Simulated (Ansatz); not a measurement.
# C₂H₇AlClFO, SMILES C[O+](CF)[AlH2-][Cl]: a geometry optimisation

Computed with the Ansatz DFT code, driven from Python.

The cells in order, each with its output:

```python
import ansatz
import numpy as np
```

```python
GEOMETRY = '''
C    -1.02320   -0.93060    0.31040
O    -0.20030   -0.13830   -0.53120
C    -0.66740    1.20440   -0.53380
F    -0.66390    1.77290    0.73490
Al    1.57860   -0.21680    0.05550
Cl    2.43090   -2.19770   -0.43170
H    -0.71430   -1.99770    0.25370
H    -0.98960   -0.60520    1.37620
H    -2.07980   -0.90220   -0.03750
H    -0.04370    1.82770   -1.21190
H    -1.69990    1.25140   -0.94540
H     1.63740    0.01510    1.63500
H     2.43520    0.91690   -0.67420
'''
```

```python
molecule = ansatz.Crystal.molecule()
for line in GEOMETRY.strip().splitlines():
    symbol, *xyz = line.split()
    molecule = molecule.atom(symbol, [float(v) for v in xyz])
```

```python
model = (
    molecule.calculation()
    .basis(gaussian='def2-SVP')
    .functional('b3lyp')
)
symbols = [site.symbol for site in molecule.cartesian_sites]
start = np.array([site.position_ang for site in molecule.cartesian_sites], dtype=float)
def progress(event):
    if event['event'] == 'relax_step':
        row = event['data']
        print(f'step {row["step"]:3d}  E = {row["lagrangian_ev"]:.6f} eV  largest force component {row["allowed_force_max_ev_ang"]:.4f} eV/A')
```

```python
r = model.relax(force_tolerance=0.02, max_steps=100).session().plan().execute(on_event=progress).report
end = np.array(r['positions_ang'])

print('reference energy %16.6f eV' % r['reference_energy_ev'])
print('total energy     %16.6f eV' % r['free_energy_ev'])
print('occupied orbitals outside the frozen core (up, down):', r['n_occupied'], ' frozen:', r['n_frozen'], ' virtual:', r['n_virtual'])
```

    step   1  E = -26062.506844 eV  largest force component 3.3939 eV/A
    step   2  E = -26063.082663 eV  largest force component 1.3439 eV/A
    step   3  E = -26063.220552 eV  largest force component 0.4821 eV/A
    step   4  E = -26063.254151 eV  largest force component 0.2599 eV/A
    step   5  E = -26063.235734 eV  largest force component 0.5803 eV/A
    step   6  E = -26063.263941 eV  largest force component 0.1232 eV/A
    step   7  E = -26063.271172 eV  largest force component 0.1631 eV/A
    step   8  E = -26063.273293 eV  largest force component 0.1363 eV/A
    step   9  E = -26063.274467 eV  largest force component 0.0789 eV/A
    step  10  E = -26063.274869 eV  largest force component 0.0627 eV/A
    step  11  E = -26063.274958 eV  largest force component 0.0212 eV/A
    step  12  E = -26063.274999 eV  largest force component 0.0091 eV/A
    reference energy    -26063.275273 eV
    total energy        -26063.275273 eV
    occupied orbitals outside the frozen core (up, down): [33, 33]  frozen: 0  virtual: [94, 94]

```python
print('final positions (A) and the move of each atom')
for symbol, xyz, old in zip(symbols, end, start):
    print(f'{symbol:2s} {xyz[0]:10.5f} {xyz[1]:10.5f} {xyz[2]:10.5f}   {np.linalg.norm(xyz - old):7.4f}')
```

    final positions (A) and the move of each atom
    C    -1.06009   -0.94377    0.40369    0.1012
    O    -0.13434    0.01720   -0.15642    0.4111
    C    -0.68479    1.26092   -0.51692    0.0615
    F    -1.05099    1.94943    0.59656    0.4474
    Al    1.86053   -0.22518    0.11414    0.2881
    Cl    2.05258   -2.21760   -0.69112    0.4592
    H    -0.52083   -1.89664    0.45391    0.2962
    H    -1.38085   -0.61388    1.40113    0.3921
    H    -1.92375   -1.03856   -0.27124    0.3124
    H     0.10478    1.80467   -1.05425    0.2178
    H    -1.57889    1.09246   -1.14082    0.2795
    H     1.99553   -0.15407    1.69131    0.4001
    H     2.32111    0.96491   -0.82997    0.1990

```python
charges = r['charge_distribution']
print('dipole moment', round(4.803205 * float(np.linalg.norm(charges['dipole_moment_e_ang'])), 3), 'D')
print('Mulliken:', [(s, round(q, 3)) for s, q in zip(symbols, charges['mulliken_charges_e'])])
```

    dipole moment 5.066 D
    Mulliken: [('C', 0.175), ('O', -0.461), ('C', 0.444), ('F', -0.238), ('Al', 0.598), ('Cl', -0.345), ('H', 0.07), ('H', 0.063), ('H', 0.039), ('H', 0.057), ('H', 0.027), ('H', -0.198), ('H', -0.232)]

Reading the output:
- The settings weren't tested for convergence.
- The end point is the stationary point reached from this start; no frequency run checks that it is a minimum, and the basis set is modest.
- b3lyp holds the VWN-RPA fit, as in Gaussian; the form of ORCA and Turbomole is b3lyp5.
- The whole script took 120 s on 1 thread of Arm Neoverse V1, with other jobs on the host, peak memory 0.4 GiB.
